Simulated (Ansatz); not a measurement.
**Si2Ge3: a trial structure relaxed**

Aim: relax a trial structure of Si2Ge3 and see where it ends.

Program: Ansatz 0.2.0. Level of theory: DFT PBE, scalar-relativistic, plane waves, PAW. These are calculated values, not measurements.

1 further run of the same task is left out (for a known fault of the program).

## (1) The starting structure

The structure is tetragonal, space group P4_2/mnm (No. 136). The conventional cell has a = 4.555 Å, b = 4.555 Å, c = 8.650 Å, α = 90.00°, β = 90.00°, γ = 90.00°. Around Si (site symmetry m2m) lie 3 Ge at 1.78 to 2.28 Å. Around Ge (site symmetry 2mm) lie 2 Si at 2.28 Å and 1 Ge at 2.57 Å. Around Ge (site symmetry mmm) lie 2 Si at 1.78 Å.

Structure file:

```cif
data_structure
_symmetry_space_group_name_H-M 'P 1'
_symmetry_Int_Tables_number 1
_cell_length_a 4.5554
_cell_length_b 4.5554
_cell_length_c 8.6505
_cell_angle_alpha 90.000
_cell_angle_beta 90.000
_cell_angle_gamma 90.000
_cell_volume 179.51
loop_
_atom_site_label
_atom_site_type_symbol
_atom_site_fract_x
_atom_site_fract_y
_atom_site_fract_z
_atom_site_occupancy
Si1 Si 0.72424 0.27576 0.00000 1
Si2 Si 0.27576 0.72424 0.00000 1
Si3 Si 0.22424 0.22424 0.50000 1
Si4 Si 0.77576 0.77576 0.50000 1
Ge1 Ge 0.00000 0.00000 0.70339 1
Ge2 Ge 0.50000 0.50000 0.20339 1
Ge3 Ge 0.50000 0.50000 0.79661 1
Ge4 Ge 0.00000 0.00000 0.29661 1
Ge5 Ge 0.00000 0.00000 0.00000 1
Ge6 Ge 0.50000 0.50000 0.50000 1
```

The cell is invented: random cell by space group and Wyckoff sites (P4_2/mnm, No. 136). Its size is a rough estimate.

## (2) The guess as it stands, on a coarse mesh

Input file input.yaml:

```yaml
crystal:
  lattice:
    - [4.55538145, 0.0, 0.0]
    - [0.0, 4.55538145, 0.0]
    - [0.0, 0.0, 8.65045624]
  atoms:
    - { symbol: Si, position: [0.72424325, 0.27575675, 0.0] }
    - { symbol: Si, position: [0.27575675, 0.72424325, 0.0] }
    - { symbol: Si, position: [0.22424325, 0.22424325, 0.5] }
    - { symbol: Si, position: [0.77575675, 0.77575675, 0.5] }
    - { symbol: Ge, position: [0.0, 0.0, 0.70338975] }
    - { symbol: Ge, position: [0.5, 0.5, 0.20338975] }
    - { symbol: Ge, position: [0.5, 0.5, 0.79661025] }
    - { symbol: Ge, position: [0.0, 0.0, 0.29661025] }
    - { symbol: Ge, position: [0.0, 0.0, 0.0] }
    - { symbol: Ge, position: [0.5, 0.5, 0.5] }
basis:
  ecutwfc: 420
kpoints:
  mp_grid: { grid: [4, 4, 2] }
hamiltonian:
  xc: pbe
scf:
  occupations: { method: gaussian, width: 0.1 }
  lower_state_search: "off"
output:
  forces: true
  stress: true
  eigenvalues: true
```

Started as:

```sh
$ ansatz run input.yaml --threads 1 --pin off --max-ram 2560MiB --backend cpu --events-out ev --progress --plain --runs-dir out
```

The session goes on with these runs: rough relaxation on the coarse mesh; full relaxation.

**Question.** What will these runs give? Wanted: conventional cell; volume; energy over the elements; gap on the mesh.

**Answer**, as computed:

| quantity | value |
| --- | --- |
| symmetry at the end (tolerance 0.05 Å) | space group P4_2/mnm (No. 136) |
| conventional cell | a = 5.139 Å, b = 5.139 Å, c = 9.430 Å, α = 90.00°, β = 90.00°, γ = 90.00° |
| volume | 24.90 Å³/atom |
| energy over the elements | +0.79 eV/atom |
| gap on the mesh | none (metal) |

**Reading.** The space group P4_2/mnm (No. 136) is kept, and the volume per atom grows by 38.7 % from the first guess. The formation energy is positive, so the separate elements lie lower. No finished test with a distortion of lower symmetry is shown, so the end may be a saddle point.
